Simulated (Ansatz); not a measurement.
# PtO2: geometry and frequencies at several levels

One table from this session's results is given with a row withheld; the runs are named, their logs left out.

Computed with Ansatz 0.2.0 (the levels named in each step, unless a step's input says otherwise).

## The structure to begin with

Bond lengths: O1–Pt2 1.570 Å, Pt2–O3 1.570 Å. Angles: O1–Pt2–O3 180.0°.

Coordinates:

```xyz
3

O     0.0000    0.0000   -1.5702
Pt    0.0000    0.0000    0.0000
O     0.0000    0.0000    1.5703
```

The first run:

The input, input.yaml:

```yaml
crystal:
  periodic: [false, false, false]
  atoms:
    - { symbol: O, position_ang: [0.0, 0.0, -1.71783967] }
    - { symbol: Pt, position_ang: [0.0, 0.0, 3.31e-06] }
    - { symbol: O, position_ang: [0.0, 0.0, 1.71784636] }
basis:
  gaussian: { orbitals: def2-TZVPP }
hamiltonian:
  xc: pbe0
  dispersion: d4
relax:
  f_tol: 0.002
  max_steps: 150
```

Command:

```
$ ansatz run input.yaml --threads 2 --pin off --max-ram 5120MiB --backend cpu --events-out ev --progress --plain --runs-dir out
```

Steps of the session up to this table: Relaxation, PBE0-D4/def2-TZVPP; Frequencies, PBE0-D4/def2-TZVPP; Relaxation, PBE-D4/def2-TZVPP; Frequencies, PBE-D4/def2-TZVPP; Relaxation, r2SCAN-D4/def2-TZVPP; Frequencies, r2SCAN-D4/def2-TZVPP; Relaxation, B3LYP-D4/def2-TZVPP; Frequencies, B3LYP-D4/def2-TZVPP; Relaxation, B2PLYP/def2-TZVPP; Frequencies, B2PLYP/def2-TZVPP.

One table of the session follows, with a row left open; its other results are not shown here.

It belongs to the step «Geometries side by side». 

```
               level  O1–Pt2 (Å)  Pt2–O3 (Å)  rotational constants (MHz)  highest frequency (cm⁻¹)
  PBE0-D4/def2-TZVPP      1.6816      1.6816                        5587                      1065
   PBE-D4/def2-TZVPP      1.7088      1.7088                      5410.2                       989
r2SCAN-D4/def2-TZVPP      1.6964      1.6964                      5489.9                      1027
 B3LYP-D4/def2-TZVPP      1.6957      1.6957                      5494.2                      1034
   B2PLYP/def2-TZVPP           ?           ?                           ?                         ?
```

Q: Estimate the row for B2PLYP/def2-TZVPP from the others.

The run gave: O1–Pt2 (Å): 1.7356; Pt2–O3 (Å): 1.7356; rotational constants (MHz): 5244.8; highest frequency (cm⁻¹): 906. In the column «O1–Pt2 (Å)» it is the highest.
